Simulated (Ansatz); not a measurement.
## C₃H₂BrN₂, SMILES BrC1=C[N]C=N1: a single point in a Gaussian basis

Run with Ansatz 0.2.0, Python API.

The script, `run_energy.py`:
```python
'''Single point of C3H2BrN2 in a Gaussian basis.'''

from dataclasses import dataclass
from pathlib import Path
import warnings

import ansatz as az
import numpy as np
import pandas as pd


@dataclass(frozen=True)
class Options:
    basis_set: str = '6-31G*'
    xc: str = 'pbe'
    dispersion: str = 'd4'


settings = Options()

GEOMETRY = '''
Br    2.68090   -0.47750   -0.62860
C     0.84110   -0.19190   -0.21700
C     0.34460    0.88260    0.36240
N    -1.06080    0.73530    0.50520
C    -1.27360   -0.55430   -0.06810
N    -0.19380   -1.12290   -0.49800
H     0.90940    1.74760    0.68330
H    -2.24770   -1.01880   -0.13920
'''

warnings.simplefilter('ignore', az.DeckWarning)

molecule = az.Crystal.molecule()
for line in GEOMETRY.strip().splitlines():
    symbol, *xyz = line.split()
    molecule = molecule.atom(symbol, [float(v) for v in xyz])

calc = (
    molecule.calculation()
    .basis(gaussian=settings.basis_set)
    .functional(settings.xc, dispersion=settings.dispersion)
    .spin('collinear', total=1)  # spin-polarised run
    .forces()  # eV per angstrom
    .orbitals()
)
res = calc.run(threads=1, runs_dir='c3h2brn2_runs')
rep = res.report

for key in ('converged', 'free_energy_ev', 'reference_energy_ev', 'n_frozen', 'n_occupied', 'n_virtual'):
    print(f'{key:22s} {rep[key]}')

state = rep['mean_field']['state']
print(f'mean field: {state["energy"]["hartree"]:.7f} Ha, <S^2> = {abs(state["spin_squared"]):.4f}, stability: {state.get("stability", {}).get("kind")}')

symbols = [site.symbol for site in molecule.cartesian_sites]
print('forces (eV/A)')
for symbol, f in zip(symbols, rep['forces_ev_ang']):
    print(f'  {symbol:2s} {f[0]:9.4f} {f[1]:9.4f} {f[2]:9.4f}')

charges = rep['charge_distribution']
table = pd.DataFrame({'atom': symbols, 'mulliken': charges['mulliken_charges_e'], 'lowdin': charges['lowdin_charges_e']})
print(table.round(3).to_string())
print('dipole (e A):', np.round(charges['dipole_moment_e_ang'], 4) + 0.0)

lines = Path(rep['orbitals_path']).read_text().splitlines()
field_of = lambda key: [line.split('=')[1].strip() for line in lines if line.startswith(key)]
orbitals = [(27.211386 * float(e), s, float(n)) for e, s, n in zip(field_of('Ene='), field_of('Spin='), field_of('Occup='))]
homo = max(e for e, _, n in orbitals if n > 0.5)
lumo = min(e for e, _, n in orbitals if n < 0.5)
for e, spin, n in sorted(orbitals):
    if homo - 6 < e < lumo + 5:
        print(f'{spin:6s} {e:10.3f} eV  occupation {n:.0f}')
```

Output of `python run_energy.py`:
```text
converged              True
free_energy_ev         -76141.64913166745
reference_energy_ev    -76141.41873760095
n_frozen               0
n_occupied             [35, 34]
n_virtual              [79, 80]
mean field: -2798.1455281 Ha, <S^2> = 0.7564, stability: minimum
forces (eV/A)
  Br   -0.9749   -0.0837    0.1077
  C     0.7050   -4.3256   -2.1371
  C    -4.3675    3.6014    2.3496
  N     2.4324    1.0828    0.1416
  C     1.1249    0.9892    0.2947
  N     1.7148   -1.6924   -1.0533
  H    -0.2369    0.4342    0.2396
  H    -0.3976   -0.0059    0.0572
  atom  mulliken  lowdin
0   Br     0.079   0.232
1    C     0.135  -0.165
2    C    -0.008  -0.161
3    N    -0.368  -0.020
4    C     0.178  -0.114
5    N    -0.382  -0.065
6    H     0.179   0.151
7    H     0.187   0.141
dipole (e A): [0.2629 0.0996 0.0071]
Alpha     -11.183 eV  occupation 1
Alpha     -10.799 eV  occupation 1
Beta      -10.711 eV  occupation 1
Beta      -10.653 eV  occupation 1
Alpha     -10.563 eV  occupation 1
Beta      -10.482 eV  occupation 1
Alpha      -8.696 eV  occupation 1
Beta       -8.320 eV  occupation 1
Alpha      -8.167 eV  occupation 1
Beta       -8.079 eV  occupation 1
Alpha      -7.572 eV  occupation 1
Beta       -7.468 eV  occupation 1
Alpha      -6.922 eV  occupation 1
Beta       -6.669 eV  occupation 1
Alpha      -6.543 eV  occupation 1
Alpha      -6.136 eV  occupation 1
Beta       -6.046 eV  occupation 1
Beta       -5.733 eV  occupation 0
Alpha      -1.804 eV  occupation 0
Beta       -1.581 eV  occupation 0
```

Notes:
- Total energies depend on the basis set; only differences at equal settings carry meaning.
- The geometry is a force-field or estimated start, not a minimum of this method, and the basis set is short of its limit.
- The run takes the species as open-shell (spin multiplicity 2), which needn't be its ground state.
- The Löwdin charges here are taken after orthogonalising the functions within each atom; they differ from plain Löwdin charges, and their signs can be unphysical.
- Total less reference energy is the dispersion correction.
- Levels such as HOMO and LUMO are orbital energies: with these approximate functionals they aren't the ionisation energy and electron affinity, and their gap isn't the fundamental gap.
- It ran for 29 s on 1 thread of Arm Neoverse N1 (shared host), peak memory 0.32 GiB.
